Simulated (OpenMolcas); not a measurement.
**Ag⁴⁺ among point charges: CASSCF and CASPT2 levels and susceptibility**

Aim: the splitting of the states of Ag⁴⁺ in the field of 4 point charges, its lowest levels with spin-orbit coupling and its magnetic susceptibility.

Program: OpenMolcas 26.06. Level of theory: state-averaged CASSCF and CASPT2, spin-orbit coupling by RASSI with atomic mean-field integrals. These are calculated values, not measurements, unless marked.

**1. What is computed**

| Item | Value |
| --- | --- |
| Species | Ag⁴⁺ (silver, Z = 47, 43 electrons) |
| Basis | ANO-RCC-VTZP [7s6p4d2f1g], 68 functions |
| Scalar Hamiltonian | DKH2, point nucleus |
| Inactive shells | 1s 2s 2p 3s 3p 3d 4s 4p |
| Active space | 7 electrons in 5 orbitals (4d) |
| Some configurations of this space | 4d⁷ |
| Orbitals | optimised for each spin and parity, averaged over all roots |

Outer shells as boxes (Hund's rule):

4d7
```
4d [↑↓][↑↓][↑ ][↑ ][↑ ]
```

The ion sits among 4 point charges of -2 e arranged as a tetrahedron (Td), 1.92 Å from the ion.

The work runs as a chain of OpenMolcas steps in one folder; each step below is one input file. Labels, J, g values, rates, χT and fits are worked out afterwards by a script from the matrices that RASSI stores.

**2. Basis and integrals**

Input file a.inp:

```
&GATEWAY
Coord
1

Ag 0.0 0.0 0.0
Basis=ANO-RCC-VTZP
Group=NoSym
NoMove
AngMom=0.0 0.0 0.0
AMFI
XField
4 Angstrom 0
1.108513 1.108513 1.108513 -2.000000
1.108513 -1.108513 -1.108513 -2.000000
-1.108513 1.108513 -1.108513 -2.000000
-1.108513 -1.108513 1.108513 -2.000000
&SEWARD
```

**3. Reference wave functions, quartets, 10 roots**

Input file a.inp:

```
&RASSCF
FileOrb=start.orb
Symmetry=1
Spin=4
nActEl=7 0 0
Inactive=18
Ras2=5
CIRoot=10 10 1
SDav=10
CIMx=300
Iter=120 100
PrWF=0.3
OrbListing=Nothing
MaxOrb=0
>>> COPY $Project.JobIph JOB001
```

start.orb holds the contracted functions of the basis, ordered by shell, or the orbitals of the step before.

**4. CASSCF: doublets, 40 roots**

Input file a.inp:

```
&RASSCF
FileOrb=start.orb
Symmetry=1
Spin=2
nActEl=7 0 0
Inactive=18
Ras2=5
CIRoot=40 40 1
SDav=40
CIMx=300
Iter=120 100
PrWF=0.3
OrbListing=Nothing
MaxOrb=0
>>> COPY $Project.JobIph JOB002
```

**5. State interaction with spin-orbit coupling**

Input file a.inp:

```
&RASSI
NrOfJobIphs=2 10 40
1 2 3 4 5 6 7 8 9 10
1 2 3 4 5 6 7 8 9 10 11 12 13 14 15 16 17 18 19 20 21 22 23 24 25 26 27
28 29 30 31 32 33 34 35 36 37 38 39 40
IphNames
JOB001
JOB002
EJob
SpinOrbit
DIPRint=1.0
SOCoupling=1000.0
Subsets=2
Property=9
'ANGMOM' 1 'ANGMOM' 2 'ANGMOM' 3 'MLTPL  1' 1 'MLTPL  1' 2 'MLTPL  1' 3
'AMFI' 1 'AMFI' 2 'AMFI' 3
SOProperty=3
'ANGMOM' 1 'ANGMOM' 2 'ANGMOM' 3
```

**6. CASPT2: IPEA 0.25, imaginary shift 0.1 (closed shells correlated: 4s 4p)**

Input file a.inp:

```
>>> COPY JOB001 $Project.JobIph
&CASPT2
Multistate=10 1 2 3 4 5 6 7 8 9 10
NoMult
Frozen=14
IPEA=0.25
Imaginary=0.1
MaxIter=60
WThr=0.0 0.3 0.05
PrWF=0.5
NoMix
>>> COPY JOB002 $Project.JobIph
&CASPT2
Multistate=40 1 2 3 4 5 6 7 8 9 10 11 12 13 14 15 16 17 18 19 20 21 22
23 24 25 26 27 28 29 30 31 32 33 34 35 36 37 38 39 40
NoMult
Frozen=14
IPEA=0.25
Imaginary=0.1
MaxIter=60
WThr=0.0 0.3 0.05
PrWF=0.5
NoMix
```

(Steps that only read results are left out.)

**Question.** What will these runs give? Wanted: spin-free ground state; first state of the same spin within the active space; lowest level; next level.

**Answer**, as computed:

| quantity | value |
| --- | --- |
| method | SS-CASPT2, IPEA 0.25, imaginary shift 0.1 (closed shells correlated: 4s 4p) |
| spin-free ground state | 4A2, 1-fold in its orbital part |
| first state of the same spin within the active space | 4T2 at 1940 cm⁻¹ |
| lowest level | 4-fold Γ8 |
| next level | 1528.0 cm⁻¹ |
| χT at 300 K | 4.39 cm³ K/mol |
| effective moment at 300 K | 5.93 μB |

Cost by method:

| method | time of its own steps | time with the reference |
| --- | --- | --- |
| A. CASSCF | 8.2 s | 8.2 s |
| B. SS-CASPT2, IPEA 0.25, imaginary shift 0.1, +4s 4p | 9.4 s | 18 s |

Times are of one thread on a shared host.

In words: The spin-free ground state (4A2) comes to 100 % from free-ion F terms and keeps the highest spin of the shell. χT at 300 K is 4.39, against 1.88 cm³ K/mol for the spin alone, so orbital moment adds to it. CASPT2 does not keep the components of a term degenerate, and the means are used. The field of point charges can differ much from that of real complexes. This is an electrostatic model: the charges have no orbitals.
